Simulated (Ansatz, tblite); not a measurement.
**Si41H46 off sphere (Si41H46): a ladder of methods and basis sets**

How do method and basis change the picture of Si41H46 off sphere (Si41H46) (singlet)?

Computed with Ansatz 0.2.0, Gaussian basis. Level: as each input shows.

Plan: GFN1-xTB, GFN2-xTB, PBE-D4/def2-SVP, r2SCAN-D4/def2-SVP, BHLYP-D4/def2-SVP, PBE0-D4/def2-TZVP, PBE-D4/def2-TZVP, HF/STO-3G, MP2/def2-SVP.

1 further run of the same task is left out (set aside as unsound or not needed). Runs told in other sessions of the task aren't counted.

## 1. The structure

The singlet was relaxed beforehand with PBE-D4/def2-SVP.

87 atoms, charge 0, spin multiplicity 1.

Bond lengths: Si1–Si2 2.351 Å, Si1–Si11 2.349 Å, Si1–H42 1.509 Å, Si1–H43 1.510 Å, Si2–Si3 2.366 Å, Si2–Si5 2.352 Å, Si2–H44 1.512 Å, Si3–Si7 2.358 Å, Si3–H45 1.510 Å, Si3–H46 1.506 Å, Si4–Si5 2.362 Å, Si4–Si14 2.350 Å, Si4–H47 1.510 Å, Si4–H48 1.510 Å, Si5–Si6 2.352 Å, Si5–Si16 2.352 Å, Si6–Si8 2.366 Å, Si6–Si9 2.351 Å and more. Angles: Si2–Si1–Si11 111.2°, Si2–Si1–H42 110.8°, Si2–Si1–H43 108.8°, Si11–Si1–H42 109.9°, Si11–Si1–H43 107.8°, H42–Si1–H43 108.2°, Si1–Si2–Si3 112.2°, Si1–Si2–Si5 108.7°, Si1–Si2–H44 109.3°, Si3–Si2–Si5 110.0°, Si3–Si2–H44 108.7°, Si5–Si2–H44 107.9°, Si2–Si3–Si7 109.5°, Si2–Si3–H45 108.2°, Si2–Si3–H46 111.2°, Si7–Si3–H45 107.4°, Si7–Si3–H46 112.7°, H45–Si3–H46 107.7° and more.

PBE0-D4/def2-SVP was run before; its log isn't repeated, and its numbers join the tables.

## 2. GFN1-xTB

Tight binding, by tblite at 300 K electronic temperature and without a spin-polarisation term:

```python
tblite.interface.Calculator('GFN1-xTB', numbers, positions, charge=0, uhf=0).singlepoint()
```

Energy -2727.8479 eV, HOMO -11.22 eV, LUMO -8.90 eV; 2.3 s.

## 3. GFN2-xTB

Tight binding, by tblite at 300 K electronic temperature and without a spin-polarisation term:

```python
tblite.interface.Calculator('GFN2-xTB', numbers, positions, charge=0, uhf=0).singlepoint()
```

Energy -2548.0397 eV, HOMO -8.58 eV, LUMO -6.07 eV; 5 s.

## 4. PBE-D4/def2-SVP

start.molden holds the orbitals of an earlier run on this state, given as this run's starting guess.

in.yaml reads:

```yaml
crystal:
  periodic: [false, false, false]
  atoms:
    - {symbol: Si, position_ang: [-1.156021, -5.077201, -0.584626]}
    - {symbol: Si, position_ang: [-3.107156, -3.998308, 0.160484]}
    - {symbol: Si, position_ang: [-3.292057, -4.009722, 2.519659]}
    - {symbol: Si, position_ang: [-3.108130, -1.793766, -2.996353]}
    - {symbol: Si, position_ang: [-3.093407, -1.784740, -0.633944]}
    - {symbol: Si, position_ang: [-5.017197, -0.688774, 0.159300]}
    - {symbol: Si, position_ang: [-3.127382, -1.802834, 3.332963]}
    - {symbol: Si, position_ang: [-5.120741, -0.842702, 2.518402]}
    - {symbol: Si, position_ang: [-4.974894, 1.540282, -0.586004]}
    - {symbol: Si, position_ang: [2.683387, -5.036414, -0.676662]}
    - {symbol: Si, position_ang: [0.769734, -3.983279, 0.197400]}
    - {symbol: Si, position_ang: [0.947104, -3.982068, 2.555355]}
    - {symbol: Si, position_ang: [0.723721, -1.799201, -2.973338]}
    - {symbol: Si, position_ang: [-1.188338, -0.687178, -3.779082]}
    - {symbol: Si, position_ang: [0.737015, -1.777907, -0.609983]}
    - {symbol: Si, position_ang: [-1.184123, -0.682807, 0.184825]}
    - {symbol: Si, position_ang: [0.722101, -1.779040, 3.353219]}
    - {symbol: Si, position_ang: [-1.206553, -0.695072, 2.545492]}
    - {symbol: Si, position_ang: [-1.193921, 1.525238, -2.974786]}
    - {symbol: Si, position_ang: [-1.170358, 1.527992, -0.611373]}
    - {symbol: Si, position_ang: [-3.063707, 2.660141, 0.194934]}
    - {symbol: Si, position_ang: [-1.179130, 1.517656, 3.351765]}
    - {symbol: Si, position_ang: [-2.974236, 2.813775, 2.552886]}
    - {symbol: Si, position_ang: [-3.020209, 4.844166, -0.678678]}
    - {symbol: Si, position_ang: [4.601171, -3.964547, 0.168914]}
    - {symbol: Si, position_ang: [4.585498, -1.763230, -2.960638]}
    - {symbol: Si, position_ang: [2.646615, -0.714933, -3.784128]}
    - {symbol: Si, position_ang: [4.573229, -1.741707, -0.593641]}
    - {symbol: Si, position_ang: [2.639976, -0.667313, 0.198829]}
    - {symbol: Si, position_ang: [2.640058, -0.659761, 2.563741]}
    - {symbol: Si, position_ang: [2.612823, 1.505520, -3.006459]}
    - {symbol: Si, position_ang: [0.708004, 2.645709, -3.785826]}
    - {symbol: Si, position_ang: [2.634506, 1.519931, -0.643558]}
    - {symbol: Si, position_ang: [0.743369, 2.620234, 0.197111]}
    - {symbol: Si, position_ang: [2.697289, 1.557498, 3.340619]}
    - {symbol: Si, position_ang: [0.749794, 2.617751, 2.562001]}
    - {symbol: Si, position_ang: [0.769810, 4.849698, -2.964451]}
    - {symbol: Si, position_ang: [0.780024, 4.830900, -0.597417]}
    - {symbol: Si, position_ang: [-1.130847, 5.968797, 0.162478]}
    - {symbol: Si, position_ang: [4.557598, 2.628782, 0.118983]}
    - {symbol: Si, position_ang: [4.599569, 2.651524, 2.486624]}
    - {symbol: H, position_ang: [-1.141230, -6.520898, -0.145065]}
    - {symbol: H, position_ang: [-1.126891, -5.043133, -2.094165]}
    - {symbol: H, position_ang: [-4.316180, -4.694724, -0.423122]}
    - {symbol: H, position_ang: [-4.665458, -4.522667, 2.881761]}
    - {symbol: H, position_ang: [-2.279603, -4.935082, 3.141647]}
    - {symbol: H, position_ang: [-3.132246, -3.218260, -3.495228]}
    - {symbol: H, position_ang: [-4.352633, -1.100477, -3.495574]}
    - {symbol: H, position_ang: [-6.224875, -1.387190, -0.424716]}
    - {symbol: H, position_ang: [-3.115802, -1.795570, 4.843844]}
    - {symbol: H, position_ang: [-6.251277, -1.776418, 2.879855]}
    - {symbol: H, position_ang: [-5.416975, 0.496667, 3.140166]}
    - {symbol: H, position_ang: [-4.932085, 1.548546, -2.095577]}
    - {symbol: H, position_ang: [-6.216835, 2.275863, -0.145313]}
    - {symbol: H, position_ang: [2.677236, -6.500272, -0.307372]}
    - {symbol: H, position_ang: [2.672626, -4.930888, -2.182148]}
    - {symbol: H, position_ang: [-0.046174, -4.932154, 3.171085]}
    - {symbol: H, position_ang: [2.329129, -4.460851, 2.932242]}
    - {symbol: H, position_ang: [0.703819, -3.232402, -3.452564]}
    - {symbol: H, position_ang: [-1.148297, -0.664646, -5.290251]}
    - {symbol: H, position_ang: [0.705304, -1.748874, 4.864333]}
    - {symbol: H, position_ang: [-2.443953, 2.225652, -3.455379]}
    - {symbol: H, position_ang: [-1.161853, 1.489131, 4.862898]}
    - {symbol: H, position_ang: [-4.293640, 2.428365, 3.168606]}
    - {symbol: H, position_ang: [-2.698151, 4.250157, 2.929528]}
    - {symbol: H, position_ang: [-2.939500, 4.782958, -2.184464]}
    - {symbol: H, position_ang: [-4.289607, 5.570782, -0.304338]}
    - {symbol: H, position_ang: [5.854652, -4.662210, -0.300575]}
    - {symbol: H, position_ang: [4.574108, -4.003041, 1.675986]}
    - {symbol: H, position_ang: [4.652345, -3.188944, -3.452653]}
    - {symbol: H, position_ang: [5.807582, -1.037158, -3.466912]}
    - {symbol: H, position_ang: [2.626179, -0.721171, -5.295393]}
    - {symbol: H, position_ang: [5.782592, -0.989366, -0.087915]}
    - {symbol: H, position_ang: [3.869238, -1.401262, 3.040799]}
    - {symbol: H, position_ang: [3.853988, 2.221241, -3.491141]}
    - {symbol: H, position_ang: [0.692590, 2.629840, -5.297059]}
    - {symbol: H, position_ang: [2.705191, 1.562989, 4.851824]}
    - {symbol: H, position_ang: [0.722744, 4.053258, 3.038313]}
    - {symbol: H, position_ang: [-0.430986, 5.620025, -3.458378]}
    - {symbol: H, position_ang: [2.010245, 5.544390, -3.470176]}
    - {symbol: H, position_ang: [2.035883, 5.502741, -0.091670]}
    - {symbol: H, position_ang: [-1.177343, 5.968337, 1.669612]}
    - {symbol: H, position_ang: [-1.107367, 7.402004, -0.310609]}
    - {symbol: H, position_ang: [5.783056, 1.927364, -0.412654]}
    - {symbol: H, position_ang: [4.564299, 4.041168, -0.411523]}
    - {symbol: H, position_ang: [5.844420, 1.956874, 2.981388]}
    - {symbol: H, position_ang: [4.627749, 4.076217, 2.983023]}
basis:
  gaussian: {orbitals: def2-SVP, fitting: {mean_field: def2-universal-jkfit}, initial_orbitals: start.molden}
hamiltonian: {xc: pbe, dispersion: d4}
scf: {omitted_lower_state_checks: [starts]}
output: {forces: true, orbitals: {seedname: orbitals}}
```

On the command line:

```
> ansatz run in.yaml --threads 11 --pin off --events-out ev --progress --plain --max-ram 174080MiB --backend cuda --devices 0, --max-vram 75GiB
```

Further steps of the session: r2SCAN-D4/def2-SVP; BHLYP-D4/def2-SVP; PBE0-D4/def2-TZVP; PBE-D4/def2-TZVP; HF/STO-3G; MP2/def2-SVP.

**Question.** What will the summary of the whole plan be? Wanted: gap in def2-SVP, named functionals, smallest and largest; correlation energy, MP2/def2-SVP; binding an atom, functionals in def2-SVP; PBE0 total energy, smallest basis above largest.

The runs gave:

```
                                                quantity                                 value
gap in def2-SVP, named functionals, smallest and largest  3.18 eV (PBE-D4), 6.42 eV (BHLYP-D4)
                        correlation energy, MP2/def2-SVP                            -109.25 eV
                binding an atom, functionals in def2-SVP   3.35 (BHLYP-D4) to 3.42 eV (PBE-D4)
         PBE0 total energy, smallest basis above largest       109.33 eV (def2-SVP, def2-TZVP)
```

Orbital gaps of the named functionals in def2-SVP span 3.18 eV (PBE-D4) to 6.42 eV (BHLYP-D4); exact exchange widens it.
